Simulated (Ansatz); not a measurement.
# C₃H₉NSn: basis-set convergence

The task here is to estimate one member of a computed series from the others.

Method: one geometry, several basis sets; program: Ansatz 0.2.0, Gaussian basis.

Levels to be run: PBE0-D4/def2-SVP; ωB97M-V/def2-SVP; PBE0-D4/def2-QZVPP; ωB97M-V/def2-QZVPP; the functionals' def2-TZVPP values are taken from earlier runs.

## The relaxed structure

All runs share one geometry, relaxed beforehand with PBE0-D4 in a triple-zeta def2 set. Sn takes the def2 core potential; no spin-orbit term is included.

SMILES `C[CH](C)[Sn][NH2]`, 14 atoms, charge 0, spin multiplicity 1.

Atoms are counted from 1 here; the program's logs count them from 0.

Bond lengths: C1–C2 1.521 Å, C1–H6 1.095 Å, C1–H7 1.095 Å, C1–H8 1.098 Å, C2–C3 1.522 Å, C2–Sn4 2.221 Å, C2–H9 1.096 Å, C3–H10 1.098 Å, C3–H11 1.095 Å, C3–H12 1.095 Å, Sn4–N5 2.015 Å, N5–H13 1.008 Å, N5–H14 1.009 Å. Angles: C2–C1–H6 111.7°, C2–C1–H7 112.5°, C2–C1–H8 111.4°, H6–C1–H7 107.1°, H6–C1–H8 106.9°, H7–C1–H8 107.0°, C1–C2–C3 111.8°, C1–C2–Sn4 111.3°, C1–C2–H9 108.6°, C3–C2–Sn4 111.2°, C3–C2–H9 108.6°, Sn4–C2–H9 105.0°, C2–C3–H10 111.4°, C2–C3–H11 112.5°, C2–C3–H12 111.7°, H10–C3–H11 107.0°, H10–C3–H12 106.9°, H11–C3–H12 107.1° and more.

Set-up of the first run:

File in.yaml:

```yaml
crystal:
  periodic: [false, false, false]
  atoms:
    - {symbol: C, position_ang: [-0.694736, 0.021050, 1.354213]}
    - {symbol: C, position_ang: [0.108643, -0.835101, 0.386485]}
    - {symbol: C, position_ang: [1.493569, -0.256445, 0.136906]}
    - {symbol: Sn, position_ang: [-0.988038, -1.143428, -1.519764]}
    - {symbol: N, position_ang: [-1.003294, 0.817997, -1.978931]}
    - {symbol: H, position_ang: [-0.870662, 1.025727, 0.956433]}
    - {symbol: H, position_ang: [-1.674921, -0.410877, 1.580200]}
    - {symbol: H, position_ang: [-0.169376, 0.143439, 2.310634]}
    - {symbol: H, position_ang: [0.220053, -1.837949, 0.815272]}
    - {symbol: H, position_ang: [2.052602, -0.138466, 1.074608]}
    - {symbol: H, position_ang: [2.099262, -0.889468, -0.519513]}
    - {symbol: H, position_ang: [1.441279, 0.732535, -0.329704]}
    - {symbol: H, position_ang: [-1.423752, 1.184846, -2.817968]}
    - {symbol: H, position_ang: [-0.603530, 1.557041, -1.419972]}
basis:
  gaussian: {orbitals: def2-SVP}
hamiltonian: {xc: pbe0, dispersion: d4}
output: {orbitals: {seedname: orbitals}}
```

The run is started by

```
$ ansatz run in.yaml --threads 4 --pin off --events-out ev --progress --plain --max-ram 11315MiB
```

Among the steps run: PBE0-D4 in def2-SVP; ωB97M-V in def2-SVP; PBE0-D4 in def2-QZVPP; ωB97M-V in def2-QZVPP.

One table of the session follows, with a row left open; its other results are not shown here.

It belongs to the step «Density functionals: the series». 

```
functional       basis  HOMO (eV)  LUMO (eV)
   PBE0-D4    def2-SVP      -5.71      -1.55
   PBE0-D4  def2-TZVPP      -5.79      -1.71
   PBE0-D4  def2-QZVPP      -5.82      -1.74
   ωB97M-V    def2-SVP      -7.75       0.24
   ωB97M-V  def2-TZVPP      -7.84      -0.02
   ωB97M-V  def2-QZVPP          ?          ?
```

**Question.** Estimate the row for ωB97M-V, def2-QZVPP.

The run gave: HOMO (eV): -7.86; LUMO (eV): -0.10. In the column «HOMO (eV)» it is the lowest.
